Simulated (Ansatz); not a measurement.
**C7H9ClO2Zr: small, medium and large basis sets**

An exercise on one series of results from a longer session: the logs are not shown, and one member is left open.

Method: one geometry, several basis sets; program: Ansatz 0.2.0, Gaussian basis.

The runs, in order: PBE0-D4/def2-SVP; ωB97M-V/def2-SVP; PBE0-D4/def2-QZVPP; ωB97M-V/def2-QZVPP; the functionals' def2-TZVPP values are taken from earlier runs.

### Structure used throughout

The geometry comes from an earlier relaxation with PBE0-D4 in a triple-zeta def2 set; it is a stationary point, not always the lowest conformer. Zr takes the def2 core potential; no spin-orbit term is included.

SMILES `C[O][Zr]([OH])([Cl])[c]1ccccc1`, 20 atoms, charge 0, spin multiplicity 1.

Atoms are counted from 1 here; the program's logs count them from 0.

Bond lengths: C1–O2 1.392 Å, C1–H12 1.094 Å, C1–H13 1.094 Å, C1–H14 1.094 Å, O2–Zr3 1.896 Å, Zr3–O4 1.915 Å, Zr3–Cl5 2.377 Å, Zr3–C6 2.214 Å, O4–H15 0.953 Å, C6–C7 1.401 Å, C6–C11 1.400 Å, C7–C8 1.387 Å, C7–H16 1.088 Å, C8–C9 1.388 Å, C8–H17 1.085 Å, C9–C10 1.387 Å, C9–H18 1.084 Å, C10–C11 1.388 Å and more. Angles: O2–C1–H12 110.6°, O2–C1–H13 110.0°, O2–C1–H14 110.3°, H12–C1–H13 108.5°, H12–C1–H14 108.7°, H13–C1–H14 108.6°, C1–O2–Zr3 174.8°, O2–Zr3–O4 114.0°, O2–Zr3–Cl5 110.5°, O2–Zr3–C6 104.5°, O4–Zr3–Cl5 112.9°, O4–Zr3–C6 105.8°, Cl5–Zr3–C6 108.6°, Zr3–O4–H15 161.2°, Zr3–C6–C7 120.3°, Zr3–C6–C11 122.3°, C7–C6–C11 117.4°, C6–C7–C8 121.6° and more.

Set-up of the first run:

Input file in.yaml:

```yaml
crystal:
  periodic: [false, false, false]
  atoms:
    - {symbol: C, position_ang: [2.708913, 2.355460, 0.969110]}
    - {symbol: O, position_ang: [1.778407, 1.857218, 0.062343]}
    - {symbol: Zr, position_ang: [0.627541, 1.208093, -1.297582]}
    - {symbol: O, position_ang: [1.538897, 0.333872, -2.736502]}
    - {symbol: Cl, position_ang: [-0.838230, 2.926461, -2.038257]}
    - {symbol: C, position_ang: [-0.574126, -0.362218, -0.302286]}
    - {symbol: C, position_ang: [-1.065059, -0.160754, 0.993820]}
    - {symbol: C, position_ang: [-1.879017, -1.096131, 1.615687]}
    - {symbol: C, position_ang: [-2.219775, -2.264943, 0.949928]}
    - {symbol: C, position_ang: [-1.745445, -2.493400, -0.333703]}
    - {symbol: C, position_ang: [-0.932865, -1.551571, -0.948550]}
    - {symbol: H, position_ang: [3.728220, 2.166800, 0.618241]}
    - {symbol: H, position_ang: [2.580443, 1.870946, 1.941804]}
    - {symbol: H, position_ang: [2.575720, 3.434131, 1.095519]}
    - {symbol: H, position_ang: [2.210803, 0.107241, -3.373587]}
    - {symbol: H, position_ang: [-0.810949, 0.745474, 1.539156]}
    - {symbol: H, position_ang: [-2.248177, -0.915954, 2.619628]}
    - {symbol: H, position_ang: [-2.854869, -2.999306, 1.432970]}
    - {symbol: H, position_ang: [-2.009913, -3.407324, -0.854704]}
    - {symbol: H, position_ang: [-0.570539, -1.754095, -1.953014]}
basis:
  gaussian: {orbitals: def2-SVP}
hamiltonian: {xc: pbe0, dispersion: d4}
output: {orbitals: {seedname: orbitals}}
```

The run is started by

```console
$ ansatz run in.yaml --threads 4 --pin off --events-out ev --progress --plain --max-ram 66560MiB --backend cpu
```

Steps of the session up to this table: PBE0-D4 in def2-SVP; ωB97M-V in def2-SVP; PBE0-D4 in def2-QZVPP; ωB97M-V in def2-QZVPP.

One of the session's tables, all rows but one given; the rest of the session is left out.

It belongs to the step «Density functionals: the series». 

| functional | basis | HOMO (eV) |
| --- | --- | --- |
| PBE0-D4 | def2-SVP | -7.16 |
| PBE0-D4 | def2-TZVPP | -7.20 |
| PBE0-D4 | def2-QZVPP | -7.22 |
| ωB97M-V | def2-SVP | -9.19 |
| ωB97M-V | def2-TZVPP | ? |
| ωB97M-V | def2-QZVPP | -9.25 |

**Question.** Estimate the row for ωB97M-V, def2-TZVPP.

The run gave: HOMO (eV): -9.23. In the column «HOMO (eV)» it lies between ωB97M-V, def2-QZVPP (-9.25) and ωB97M-V, def2-SVP (-9.19).
